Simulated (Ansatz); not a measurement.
**CH5NOSi: vertical ionisation energy**

Aim: the vertical ionisation energy of CH5NOSi, as cation minus neutral at the neutral's geometry, on several levels, and how well −ε(HOMO) stands in for it.

Computed with Ansatz 0.2.0, Gaussian basis. Level: unrestricted cation, the program's frozen cores in correlated methods.

The runs, in order: UKS PBE-D4/def2-TZVPP; UKS r2SCAN-D4/def2-TZVPP; UKS PBE0-D4/def2-TZVPP; UKS B3LYP-D4/def2-TZVPP; UKS wB97X-V/def2-TZVPP; UKS wB97M-V/def2-TZVPP; UKS B2PLYP/def2-TZVPP; UHF-CCSD(T)/def2-TZVPP; UHF-MP2/def2-QZVPP; extrapolation to the limit; then −ε(HOMO) from the neutral's earlier runs with LDA (SPW92), PBE-D4, revPBE-D4, BLYP-D4, r2SCAN-D4, B97M-V, PBE0-D4, B3LYP-D4, r2SCANh-D4, r2SCAN0-D4, HSE06-D4, BHLYP-D4, CAM-B3LYP-D4, LC-ωPBE, ωB97X-V, ωB97M-V.

**1. The geometry**

An earlier PBE0-D4 in a triple-zeta def2 set relaxation fixed the geometry.

SMILES `CO[Si]N`, 9 atoms, charge 0, spin multiplicity 1.

Atoms are counted from 1 here; the program's logs count them from 0.

Bond lengths: C1–O2 1.408 Å, C1–H5 1.093 Å, C1–H6 1.097 Å, C1–H7 1.093 Å, O2–Si3 1.660 Å, Si3–N4 1.705 Å, N4–H8 1.007 Å, N4–H9 1.010 Å. Angles: O2–C1–H5 109.6°, O2–C1–H6 112.1°, O2–C1–H7 109.6°, H5–C1–H6 108.4°, H5–C1–H7 108.5°, H6–C1–H7 108.4°, C1–O2–Si3 122.8°, O2–Si3–N4 97.4°, Si3–N4–H8 122.1°, Si3–N4–H9 124.6°, H8–N4–H9 113.2°.

Coordinates:

```mol
CH5NOSi
  3D, bonds by distance, orders not assigned

  9  8  0  0  0  0  0  0  0  0999 V2000
   -0.0398    0.5100   -1.6321 C   0  0
    0.1945    0.2683   -0.2654 O   0  0
   -0.6500   -0.8660    0.6042 Si  0  0
    0.1269   -0.6174    2.1012 N   0  0
   -0.3335    1.5532   -1.7752 H   0  0
   -0.8327   -0.1325   -2.0354 H   0  0
    0.8764    0.3263   -2.1996 H   0  0
   -0.1168   -1.1427    2.9246 H   0  0
    0.8635    0.0544    2.2606 H   0  0
  1  2  8  0
  2  3  8  0
  3  4  8  0
  1  5  8  0
  1  6  8  0
  1  7  8  0
  4  8  8  0
  4  9  8  0
M  END
```

**2. Cation, UKS PBE-D4/def2-TZVPP**

Input file in.yaml:

```yaml
crystal:
  periodic: [false, false, false]
  atoms:
    - {symbol: C, position_ang: [-0.039754, 0.509975, -1.632099]}
    - {symbol: O, position_ang: [0.194524, 0.268279, -0.265428]}
    - {symbol: Si, position_ang: [-0.650007, -0.865998, 0.604230]}
    - {symbol: N, position_ang: [0.126860, -0.617412, 2.101208]}
    - {symbol: H, position_ang: [-0.333492, 1.553216, -1.775211]}
    - {symbol: H, position_ang: [-0.832710, -0.132463, -2.035414]}
    - {symbol: H, position_ang: [0.876383, 0.326266, -2.199606]}
    - {symbol: H, position_ang: [-0.116784, -1.142713, 2.924571]}
    - {symbol: H, position_ang: [0.863479, 0.054350, 2.260648]}
basis:
  gaussian: {orbitals: def2-TZVPP}
total_charge: 1
magnetization: {spin_polarized: true, initial_magnetization: 1}
hamiltonian: {xc: pbe, dispersion: d4}
```

Started as:

```
$ ansatz run in.yaml --threads 4 --pin off --events-out ev --progress --plain --max-ram 10444MiB
```

The runs that follow: Cation, UKS r2SCAN-D4/def2-TZVPP; Cation, UKS PBE0-D4/def2-TZVPP; Cation, UKS B3LYP-D4/def2-TZVPP; Cation, UKS wB97X-V/def2-TZVPP; Cation, UKS wB97M-V/def2-TZVPP; Cation, UKS B2PLYP (frozen core)/def2-TZVPP; Cation, UHF-CCSD(T)/def2-TZVPP; Cation, UHF-MP2/def2-QZVPP.

Before running them: what should the planned runs give, taken together? Wanted: ionisation energy, CCSD(T)/CBS; nearest functional by difference; nearest −ε(HOMO); −ε(HOMO) of PBE; T1 of the cation.

The runs gave:

```
                        quantity               value
  ionisation energy, CCSD(T)/CBS             9.00 eV
nearest functional by difference  ωB97M-V (-0.11 eV)
                nearest −ε(HOMO)  LC-ωPBE (+0.14 eV)
                 −ε(HOMO) of PBE             5.40 eV
                T1 of the cation               0.021
```

What this shows: By cation minus neutral, the functionals miss by 0.42 eV at most. −ε(HOMO) of PBE misses by 3.6 eV, since self-interaction lifts the level. Among orbital estimates LC-ωPBE comes nearest. Hartree-Fock falls 1.05 eV short, as the neutral has more correlation energy than the cation.
